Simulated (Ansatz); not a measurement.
# HBr with C₂H₄: superposition error and deformation, part 2 of 3

Ansatz 0.2.0, Gaussian basis. The steps go on from the part before.

## Step 13: CCSD(T)/def2-TZVPPD

The inputs:

a/in.yaml

```yaml
crystal:
  periodic: [false, false, false]
  atoms:
    - {symbol: Br, position_ang: [-0.006718, 0.207656, -2.988680]}
    - {symbol: H, position_ang: [-0.002677, 0.108831, -1.557491]}
basis:
  gaussian: {orbitals: "def2-TZVPPD.json"}
correlation: {method: ccsd_t}
```

b/in.yaml

```yaml
crystal:
  periodic: [false, false, false]
  atoms:
    - {symbol: C, position_ang: [0.406298, 0.471281, 0.793088]}
    - {symbol: C, position_ang: [-0.403164, -0.576584, 0.719286]}
    - {symbol: H, position_ang: [1.485117, 0.358365, 0.786849]}
    - {symbol: H, position_ang: [0.022009, 1.482948, 0.867188]}
    - {symbol: H, position_ang: [-1.481979, -0.464027, 0.730075]}
    - {symbol: H, position_ang: [-0.018884, -1.588568, 0.649686]}
basis:
  gaussian: {orbitals: "def2-TZVPPD.json"}
correlation: {method: ccsd_t}
```

One command serves all of them, each in its own folder.

Run with:

```console
> ansatz run in.yaml --threads 4 --pin off --events-out ev --progress --plain --max-ram 9574MiB
```

Output in a (excerpt; [...] marks lines left out):

```text
Functional definition: HF
  name "HF"
  cite "Fock, Z. Phys. 61, 126 (1930) doi:10.1007/BF01340294"
  parent pbe
[...]
448 factors; integrals over basis functions are off by at most 1.6e-3 eV
[...]
mean field -70014.95073765 eV, -2573.0019817706 hartree, gradient 1.8e-6 eV, S^2 0.000000; 0 other end points of the search recorded, 0 dependent functions left out
9 core orbitals not correlated: weight in the atoms' cores, before any rotation towards them, 1.000 or more for the frozen orbitals, at most 0.000 for the correlated occupied ones
reference -70014.95073765 eV, -2573.0019817706 hartree; 9, 9 occupied and 56, 56 virtual orbitals, 448 factors
second order -7.88082245 eV of doubles, -0.00000000 eV of singles
cycle   1  -7.96423036 eV  change   -8.3e-2 eV  update   4.5e-2
[...]
cycle   7  -8.15245745 eV  change    2.0e-6 eV  update   1.4e-5
perturbative correction -0.24636208 eV, -0.0090536395 hartree
Total energy: -70023.34955719 eV, -2573.3106326956 hartree
```

b printed (excerpt; [...] marks lines left out):

```text
[... 4 set-up lines as earlier in the session ...]
[...]
807 factors; integrals over basis functions are off by at most 9.5e-4 eV
[...]
mean field -2124.29847957 eV, -78.0665292228 hartree, gradient 1.3e-6 eV, S^2 0.000000; 0 other end points of the search recorded, 0 dependent functions left out
2 core orbitals not correlated: weight in the atoms' cores, before any rotation towards them, 1.000 or more for the frozen orbitals, at most 0.000 for the correlated occupied ones
reference -2124.29847957 eV, -78.0665292228 hartree; 6, 6 occupied and 134, 134 virtual orbitals, 807 factors
second order -9.12332412 eV of doubles, -0.00000000 eV of singles
cycle   1  -9.48949255 eV  change   -3.7e-1 eV  update   6.3e-2
[...]
cycle   8  -9.79127220 eV  change   -1.3e-5 eV  update   9.1e-6
perturbative correction -0.40786694 eV, -0.0149888335 hartree
Total energy: -2134.49761870 eV, -78.4413406729 hartree
```

They took 0.35 s (a), 1.6 s (b) on 4 threads of Intel Xeon 6975P-C, shared host; peak memory 0.98 GiB.

## Step 14: Relaxing HBr alone

relax-a/in.yaml

```yaml
crystal:
  periodic: [false, false, false]
  atoms:
    - {symbol: Br, position_ang: [-0.006718, 0.207656, -2.988680]}
    - {symbol: H, position_ang: [-0.002677, 0.108831, -1.557491]}
basis:
  gaussian: {orbitals: def2-TZVP}
hamiltonian: {xc: pbe0, dispersion: d4}
relax: {f_tol: 0.005, max_steps: 200}
```

Run with:

```console
> ansatz run in.yaml --threads 4 --pin off --events-out ev --progress --plain --max-ram 9574MiB
```

The program printed (excerpt; [...] marks lines left out):

```text
[... 5 set-up lines as earlier in the session ...]
[...]
457 factors; their error is unknown
[...]
mean field -70054.57026481 eV, -2574.4579725385 hartree, gradient 2.4e-5 eV, S^2 0.000000; 0 other end points of the search recorded, 0 dependent functions left out
[...]
reference -70054.57279943 eV, -2574.4580656843 hartree; 18, 18 occupied and 36, 36 virtual orbitals, 457 factors
Total energy: -70054.57831874 eV, -2574.4582685152 hartree
Atom 0 at    -0.006698     0.207171    -2.981656 Å, force    -0.000002     0.000049    -0.000713 eV/Å
Atom 1 at    -0.002697     0.109316    -1.564515 Å, force     0.000002    -0.000049     0.000713 eV/Å
Dipole moment:     0.000559    -0.013663     0.197864 e Å
```

It took 0.55 s on 4 threads of Intel Xeon 6975P-C, shared host.

Relaxation path:

| step | energy from step 1 (eV) | largest force component (eV/Å) |
| --- | --- | --- |
| 1 | 0.0000 | 0.3525 |
| 2 | -0.0024 | 0.0599 |
| 3 | -0.0025 | 0.0007 |

The bond:

| bond | before (Å) | after (Å) | change (Å) |
| --- | --- | --- | --- |
| Br1–H2 | 1.435 | 1.421 | -0.014 |

## Step 15: Relaxing C₂H₄ alone

relax-b/in.yaml

```yaml
crystal:
  periodic: [false, false, false]
  atoms:
    - {symbol: C, position_ang: [0.406298, 0.471281, 0.793088]}
    - {symbol: C, position_ang: [-0.403164, -0.576584, 0.719286]}
    - {symbol: H, position_ang: [1.485117, 0.358365, 0.786849]}
    - {symbol: H, position_ang: [0.022009, 1.482948, 0.867188]}
    - {symbol: H, position_ang: [-1.481979, -0.464027, 0.730075]}
    - {symbol: H, position_ang: [-0.018884, -1.588568, 0.649686]}
basis:
  gaussian: {orbitals: def2-TZVP}
hamiltonian: {xc: pbe0, dispersion: d4}
relax: {f_tol: 0.005, max_steps: 200}
```

Run with:

```console
> ansatz run in.yaml --threads 4 --pin off --events-out ev --progress --plain --max-ram 9574MiB
```

The program printed (excerpt; [...] marks lines left out):

```text
[... 5 set-up lines as earlier in the session ...]
[...]
536 factors; their error is unknown
[...]
mean field -2136.42613126 eV, -78.5122122023 hartree, gradient 2.1e-5 eV, S^2 0.000000; 0 other end points of the search recorded, 0 dependent functions left out
[...]
Atom 2 at     1.484211     0.357888     0.786014 Å, force    -0.000565    -0.000194     0.000224 eV/Å
Atom 3 at     0.021712     1.481985     0.866360 Å, force    -0.000016    -0.000614     0.000130 eV/Å
Atom 4 at    -1.481077    -0.463410     0.729318 Å, force     0.000539     0.000155     0.000238 eV/Å
Atom 5 at    -0.018582    -1.587512     0.649003 Å, force     0.000033     0.000564     0.000203 eV/Å
Dipole moment:    -0.000000     0.000003    -0.000040 e Å
```

Wall time 1 s (4 threads of Intel Xeon 6975P-C, shared host).

Relaxation path:

| step | energy from step 1 (eV) | largest force component (eV/Å) |
| --- | --- | --- |
| 1 | 0.0000 | 0.1526 |
| 2 | 0.0000 | 0.0434 |
| 3 | -0.0002 | 0.0248 |
| 4 | -0.0003 | 0.0006 |

Close pairs (by a distance rule), those that changed most:

| bond | before (Å) | after (Å) | change (Å) |
| --- | --- | --- | --- |
| C1–C2 | 1.326 | 1.323 | -0.003 |
| C1–H3 | 1.085 | 1.085 | -0.000 |
| C1–H4 | 1.085 | 1.085 | -0.000 |
| C2–H5 | 1.085 | 1.085 | -0.000 |
| C2–H6 | 1.085 | 1.085 | -0.000 |

## Step 16: PBE-D4/def2-TZVPPD

free-a/in.yaml

```yaml
crystal:
  periodic: [false, false, false]
  atoms:
    - {symbol: Br, position_ang: [-0.006698, 0.207171, -2.981656]}
    - {symbol: H, position_ang: [-0.002697, 0.109316, -1.564515]}
basis:
  gaussian: {orbitals: "def2-TZVPPD.json"}
hamiltonian: {xc: pbe, dispersion: d4}
```

free-b/in.yaml

```yaml
crystal:
  periodic: [false, false, false]
  atoms:
    - {symbol: C, position_ang: [0.405330, 0.469914, 0.794556]}
    - {symbol: C, position_ang: [-0.402197, -0.575449, 0.720922]}
    - {symbol: H, position_ang: [1.484211, 0.357888, 0.786014]}
    - {symbol: H, position_ang: [0.021712, 1.481985, 0.866360]}
    - {symbol: H, position_ang: [-1.481077, -0.463410, 0.729318]}
    - {symbol: H, position_ang: [-0.018582, -1.587512, 0.649003]}
basis:
  gaussian: {orbitals: "def2-TZVPPD.json"}
hamiltonian: {xc: pbe, dispersion: d4}
```

One command serves all of them, each in its own folder.

Run with:

```console
> ansatz run in.yaml --threads 4 --pin off --events-out ev --progress --plain --max-ram 9574MiB
```

free-a printed (excerpt; [...] marks lines left out):

```text
[... 4 set-up lines as earlier in the session ...]
[...]
479 factors; their error is unknown
[...]
mean field -70052.16260623 eV, -2574.3694927176 hartree, gradient 2.8e-5 eV, S^2 0.000000; 0 other end points of the search recorded, 0 dependent functions left out
reference -70052.16264965 eV, -2574.3694943132 hartree; 18, 18 occupied and 56, 56 virtual orbitals, 479 factors
Total energy: -70052.16943470 eV, -2574.3697436594 hartree
```

free-b printed (excerpt; [...] marks lines left out):

```text
[... 4 set-up lines as earlier in the session ...]
[...]
584 factors; their error is unknown
[...]
mean field -2136.14286704 eV, -78.5018024339 hartree, gradient 1.0e-5 eV, S^2 0.000000; 0 other end points of the search recorded, 0 dependent functions left out
reference -2136.14289941 eV, -78.5018036237 hartree; 8, 8 occupied and 134, 134 virtual orbitals, 584 factors
Total energy: -2136.19481825 eV, -78.5037116059 hartree
```

Times: 0.15 s (free-a), 0.3 s (free-b) on 4 threads of Intel Xeon 6975P-C, shared host.

## Step 17: r2SCAN-D4/def2-TZVPPD

Each input of step 16 (free-a, free-b) changes in the same lines:

```diff
-hamiltonian: {xc: pbe, dispersion: d4}
+hamiltonian: {xc: r2scan, dispersion: d4}
```

Each run has its own folder and the same command.

Run with:

```console
> ansatz run in.yaml --threads 4 --pin off --events-out ev --progress --plain --max-ram 9574MiB
```

Output in free-a (excerpt; [...] marks lines left out):

```text
[... 5 set-up lines as earlier in the session ...]
[...]
479 factors; their error is unknown
[...]
mean field -70062.30092643 eV, -2574.7420691131 hartree, gradient 1.5e-5 eV, S^2 0.000000; 0 other end points of the search recorded, 0 dependent functions left out
reference -70062.30093790 eV, -2574.7420695345 hartree; 18, 18 occupied and 56, 56 virtual orbitals, 479 factors
Total energy: -70062.30239699 eV, -2574.7421231552 hartree
```

Log of free-b (excerpt; [...] marks lines left out):

```text
[... 5 set-up lines as earlier in the session ...]
[...]
584 factors; their error is unknown
[...]
mean field -2137.79580100 eV, -78.5625466369 hartree, gradient 3.1e-5 eV, S^2 0.000000; 0 other end points of the search recorded, 0 dependent functions left out
reference -2137.79580964 eV, -78.5625469541 hartree; 8, 8 occupied and 134, 134 virtual orbitals, 584 factors
Total energy: -2137.80794213 eV, -78.5629928151 hartree
```

Wall times: 0.3 s (free-a), 0.5 s (free-b) on 4 threads of Intel Xeon 6975P-C, shared host.

## Step 18: PBE0-D4/def2-TZVPPD

Each input of step 17 (free-a, free-b) changes in the same lines:

```diff
-hamiltonian: {xc: r2scan, dispersion: d4}
+hamiltonian: {xc: pbe0, dispersion: d4}
+output: {orbitals: {seedname: orbitals}}
```

One command serves all of them, each in its own folder.

Run with:

```console
> ansatz run in.yaml --threads 4 --pin off --events-out ev --progress --plain --max-ram 9574MiB
```

Log of free-a (excerpt; [...] marks lines left out):

```text
[... 5 set-up lines as earlier in the session ...]
[...]
531 factors; their error is unknown
[...]
mean field -70054.61607796 eV, -2574.4596561408 hartree, gradient 6.9e-5 eV, S^2 0.000000; 0 other end points of the search recorded, 0 dependent functions left out
reference -70054.61610664 eV, -2574.4596571949 hartree; 18, 18 occupied and 56, 56 virtual orbitals, 531 factors
Total energy: -70054.62162595 eV, -2574.4598600258 hartree
```

Output in free-b (excerpt; [...] marks lines left out):

```text
[... 5 set-up lines as earlier in the session ...]
[...]
584 factors; their error is unknown
[...]
mean field -2136.46643196 eV, -78.5136932256 hartree, gradient 8.9e-6 eV, S^2 0.000000; 0 other end points of the search recorded, 0 dependent functions left out
reference -2136.46645383 eV, -78.5136940295 hartree; 8, 8 occupied and 134, 134 virtual orbitals, 584 factors
Total energy: -2136.50863882 eV, -78.5152442989 hartree
```

They took 0.2 s (free-a), 0.3 s (free-b) on 4 threads of Intel Xeon 6975P-C, shared host.

## Step 19: B3LYP-D4/def2-TZVPPD

The same edit goes into each in.yaml of step 18 (free-a, free-b):

```diff
-hamiltonian: {xc: pbe0, dispersion: d4}
-output: {orbitals: {seedname: orbitals}}
+hamiltonian: {xc: {name: B3LYP}, dispersion: d4}
```

Each run has its own folder and the same command.

Run with:

```console
> ansatz run in.yaml --threads 4 --pin off --events-out ev --progress --plain --max-ram 9574MiB
```

Output in free-a (excerpt; [...] marks lines left out):

```text
[... 6 set-up lines as earlier in the session ...]
[...]
515 factors; their error is unknown
[...]
mean field -70063.61973990 eV, -2574.7905346143 hartree, gradient 6.3e-6 eV, S^2 0.000000; 0 other end points of the search recorded, 0 dependent functions left out
reference -70063.61992850 eV, -2574.7905415450 hartree; 18, 18 occupied and 56, 56 virtual orbitals, 515 factors
Total energy: -70063.63106190 eV, -2574.7909506900 hartree
```

Log of free-b (excerpt; [...] marks lines left out):

```text
[... 6 set-up lines as earlier in the session ...]
[...]
584 factors; their error is unknown
[...]
mean field -2139.50854963 eV, -78.6254889879 hartree, gradient 9.4e-6 eV, S^2 0.000000; 0 other end points of the search recorded, 0 dependent functions left out
reference -2139.50875083 eV, -78.6254963820 hartree; 8, 8 occupied and 134, 134 virtual orbitals, 584 factors
Total energy: -2139.59218016 eV, -78.6285623531 hartree
```

Wall times: 0.2 s (free-a), 0.35 s (free-b) on 4 threads of Intel Xeon 6975P-C, shared host.

## Step 20: wB97X-V/def2-TZVPPD

Each input of step 19 (free-a, free-b) changes in the same lines:

```diff
-hamiltonian: {xc: {name: B3LYP}, dispersion: d4}
+hamiltonian: {xc: {name: wB97X-V}}
```

One command serves all of them, each in its own folder.

Run with:

```console
> ansatz run in.yaml --threads 4 --pin off --events-out ev --progress --plain --max-ram 9574MiB
```

free-a printed (excerpt; [...] marks lines left out):

```text
[... 5 set-up lines as earlier in the session ...]
[...]
      + integral(e_c_pw_opposite_spin*poly(b97_u_opposite, cos0, cos1)) + vv10(b, c)
515 factors; their error is unknown
102 factors; integrals over basis functions are off by at most 6.0e-5 eV
[...]
mean field -70056.31846862 eV, -2574.5222178438 hartree, gradient 1.7e-5 eV, S^2 0.000000; 0 other end points of the search recorded, 0 dependent functions left out
reference -70056.31846683 eV, -2574.5222177777 hartree; 18, 18 occupied and 56, 56 virtual orbitals, 515 factors
Total energy: -70056.31846683 eV, -2574.5222177777 hartree
```

Output in free-b (excerpt; [...] marks lines left out):

```text
[... 5 set-up lines as earlier in the session ...]
[...]
      + integral(e_c_pw_opposite_spin*poly(b97_u_opposite, cos0, cos1)) + vv10(b, c)
584 factors; their error is unknown
198 factors; integrals over basis functions are off by at most 2.4e-5 eV
[...]
mean field -2138.54597658 eV, -78.5901150809 hartree, gradient 1.2e-5 eV, S^2 0.000000; 0 other end points of the search recorded, 0 dependent functions left out
reference -2138.54597511 eV, -78.5901150267 hartree; 8, 8 occupied and 134, 134 virtual orbitals, 584 factors
Total energy: -2138.54597511 eV, -78.5901150267 hartree
```

Wall times: 0.4 s (free-a), 0.7 s (free-b) on 4 threads of Intel Xeon 6975P-C, shared host.

## Step 21: wB97M-V/def2-TZVPPD

The same edit goes into each in.yaml of step 20 (free-a, free-b):

```diff
-hamiltonian: {xc: {name: wB97X-V}}
+hamiltonian: {xc: {name: wB97M-V}}
```

The same command starts each run, in its folder.

Run with:

```console
> ansatz run in.yaml --threads 4 --pin off --events-out ev --progress --plain --max-ram 9574MiB
```

Output in free-a (excerpt; [...] marks lines left out):

```text
[... 5 set-up lines as earlier in the session ...]
  # Of w^i u^j: cxij and so on, Table III.
[...]
  gx(w, u) = 1 - cx + cx01*u + cx10*w
[...]
      + integral(e_c_pw_mod_opposite_spin*gos(b97_w_opposite, b97_u_opposite)) + vv10(b, c)
508 factors; their error is unknown
102 factors; integrals over basis functions are off by at most 6.0e-5 eV
[...]
mean field -70058.70046083 eV, -2574.6097544428 hartree, gradient 1.6e-5 eV, S^2 0.000000; 0 other end points of the search recorded, 0 dependent functions left out
reference -70058.70051052 eV, -2574.6097562688 hartree; 18, 18 occupied and 56, 56 virtual orbitals, 508 factors
Total energy: -70058.70051052 eV, -2574.6097562688 hartree
```

Output in free-b (excerpt; [...] marks lines left out):

```text
[... 5 set-up lines as earlier in the session ...]
  # Of w^i u^j: cxij and so on, Table III.
[...]
  gx(w, u) = 1 - cx + cx01*u + cx10*w
[...]
      + integral(e_c_pw_mod_opposite_spin*gos(b97_w_opposite, b97_u_opposite)) + vv10(b, c)
584 factors; their error is unknown
198 factors; integrals over basis functions are off by at most 2.4e-5 eV
[...]
mean field -2137.95047156 eV, -78.5682306750 hartree, gradient 8.3e-6 eV, S^2 0.000000; 0 other end points of the search recorded, 0 dependent functions left out
reference -2137.95051026 eV, -78.5682320971 hartree; 8, 8 occupied and 134, 134 virtual orbitals, 584 factors
Total energy: -2137.95051026 eV, -78.5682320971 hartree
```

Times: 0.45 s (free-a), 0.8 s (free-b) on 4 threads of Intel Xeon 6975P-C, shared host.

## Step 22: B2PLYP/def2-TZVPPD

The same edit goes into each in.yaml of step 21 (free-a, free-b):

```diff
-hamiltonian: {xc: {name: wB97M-V}}
+hamiltonian: {xc: {name: B2PLYP}}
```

The same command starts each run, in its folder.

Run with:

```console
> ansatz run in.yaml --threads 4 --pin off --events-out ev --progress --plain --max-ram 9574MiB
```

Log of free-a (excerpt; [...] marks lines left out):

```text
[... 5 set-up lines as earlier in the session ...]
[...]
448 factors; integrals over basis functions are off by at most 1.5e-3 eV
[...]
mean field -70049.80360298 eV, -2574.2828009474 hartree, gradient 2.0e-6 eV, S^2 0.000000; 0 other end points of the search recorded, 0 dependent functions left out
9 core orbitals not correlated: weight in the atoms' cores, before any rotation towards them, 1.000 or more for the frozen orbitals, at most 0.000 for the correlated occupied ones
reference -70049.80371828 eV, -2574.2828051844 hartree; 9, 9 occupied and 56, 56 virtual orbitals, 448 factors
second order -9.29734954 eV of doubles, -0.00000000 eV of singles
Total energy: -70052.31400266 eV, -2574.3750564337 hartree
```

Output in free-b (excerpt; [...] marks lines left out):

```text
[... 5 set-up lines as earlier in the session ...]
[...]
807 factors; integrals over basis functions are off by at most 9.5e-4 eV
[...]
mean field -2134.22218417 eV, -78.4312186404 hartree, gradient 7.1e-7 eV, S^2 0.000000; 0 other end points of the search recorded, 0 dependent functions left out
2 core orbitals not correlated: weight in the atoms' cores, before any rotation towards them, 1.000 or more for the frozen orbitals, at most 0.000 for the correlated occupied ones
reference -2134.22230366 eV, -78.4312230318 hartree; 6, 6 occupied and 134, 134 virtual orbitals, 807 factors
second order -11.09782636 eV of doubles, -0.00000000 eV of singles
Total energy: -2137.21871678 eV, -78.5413391829 hartree
```

Times: 0.3 s (free-a), 0.55 s (free-b) on 4 threads of Intel Xeon 6975P-C, shared host.

## Step 23: BLYP-D4/def2-TZVPPD

The same edit goes into each in.yaml of step 22 (free-a, free-b):

```diff
-hamiltonian: {xc: {name: B2PLYP}}
+hamiltonian: {xc: {name: BLYP}, dispersion: d4}
```

The same command starts each run, in its folder.

Run with:

```console
> ansatz run in.yaml --threads 4 --pin off --events-out ev --progress --plain --max-ram 9574MiB
```

Output in free-a (excerpt; [...] marks lines left out):

```text
[... 4 set-up lines as earlier in the session ...]
[...]
479 factors; their error is unknown
[...]
mean field -70063.42413199 eV, -2574.7833461559 hartree, gradient 1.9e-5 eV, S^2 0.000000; 0 other end points of the search recorded, 0 dependent functions left out
reference -70063.42439160 eV, -2574.7833556965 hartree; 18, 18 occupied and 56, 56 virtual orbitals, 479 factors
Total energy: -70063.44036349 eV, -2574.7839426527 hartree
```

Output in free-b (excerpt; [...] marks lines left out):

```text
[... 4 set-up lines as earlier in the session ...]
[...]
584 factors; their error is unknown
[...]
mean field -2138.20123321 eV, -78.5774459957 hartree, gradient 1.9e-5 eV, S^2 0.000000; 0 other end points of the search recorded, 0 dependent functions left out
reference -2138.20152068 eV, -78.5774565599 hartree; 8, 8 occupied and 134, 134 virtual orbitals, 584 factors
Total energy: -2138.32388232 eV, -78.5819532671 hartree
```

Times: 0.2 s (free-a), 0.3 s (free-b) on 4 threads of Intel Xeon 6975P-C, shared host.

## Step 24: revPBE-D4/def2-TZVPPD

Each input of step 23 (free-a, free-b) changes in the same lines:

```diff
-hamiltonian: {xc: {name: BLYP}, dispersion: d4}
+hamiltonian: {xc: {name: revPBE}, dispersion: d4}
```

Each run has its own folder and the same command.

Run with:

```console
> ansatz run in.yaml --threads 4 --pin off --events-out ev --progress --plain --max-ram 9574MiB
```

Output in free-a (excerpt; [...] marks lines left out):

```text
[... 4 set-up lines as earlier in the session ...]
[...]
479 factors; their error is unknown
[...]
mean field -70056.79572630 eV, -2574.5397567399 hartree, gradient 3.8e-5 eV, S^2 0.000000; 0 other end points of the search recorded, 0 dependent functions left out
reference -70056.79578331 eV, -2574.5397588350 hartree; 18, 18 occupied and 56, 56 virtual orbitals, 479 factors
Total energy: -70056.82092577 eV, -2574.5406828033 hartree
```

free-b printed (excerpt; [...] marks lines left out):

```text
[... 4 set-up lines as earlier in the session ...]
[...]
584 factors; their error is unknown
[...]
mean field -2138.67500775 eV, -78.5948568889 hartree, gradient 1.1e-5 eV, S^2 0.000000; 0 other end points of the search recorded, 0 dependent functions left out
reference -2138.67504916 eV, -78.5948584108 hartree; 8, 8 occupied and 134, 134 virtual orbitals, 584 factors
Total energy: -2138.88640350 eV, -78.6026255392 hartree
```

They took 0.15 s (free-a), 0.3 s (free-b) on 4 threads of Intel Xeon 6975P-C, shared host.

(Part 2 of 3 ends here.)
